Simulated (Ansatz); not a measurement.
# Ir (fcc type): the cost of one run

Computed with Ansatz 0.2.0 (DFT r²SCAN, with the methods named in each step, unless a step's input says otherwise).

## Step 1: Starting point

It takes space group Fm-3m (No. 225, cubic). The conventional cell has a = 3.839 Å, b = 3.839 Å, c = 3.839 Å, α = 90.00°, β = 90.00°, γ = 90.00°. Ir (site symmetry m-3m) is surrounded by 12 Ir at 2.71 Å.

Structure file:

```xyz
1
Lattice="0.0000 1.9197 1.9197 1.9197 0.0000 1.9197 1.9197 1.9197 0.0000" Properties=species:S:1:pos:R:3 pbc="T T T"
Ir    0.0000    0.0000    0.0000
```

Whether this phase is the stable one at these pressures isn't tested.

## Step 2: Cell relaxed at zero pressure, PAW

input.yaml

```yaml
crystal:
  lattice:
    - [0.0, 1.9197388244, 1.9197388244]
    - [1.9197388244, 0.0, 1.9197388244]
    - [1.9197388244, 1.9197388244, 0.0]
  atoms:
    - { symbol: Ir, position: [0.0, 0.0, 0.0] }
kpoints:
  mp_grid: { grid: [17, 17, 17] }
scf:
  occupations: { method: fermi_dirac, width: 0.05 }
hamiltonian:
  xc: r2scan
  pseudopotentials: { kind: paw }
output:
  forces: true
  stress: true
relax:
  f_tol: 0.005
  max_steps: 40
  cell: {}
```

Launch:

```bash
$ ansatz run input.yaml --threads 1 --pin off --max-ram 2048MiB --backend cpu --events-out ev --progress --plain --runs-dir out
```

What time and memory should one allow on 1 thread of Intel Xeon 6975P-C (Granite Rapids), shared host?

About 8.1 s, with a peak of 0.41 GiB.
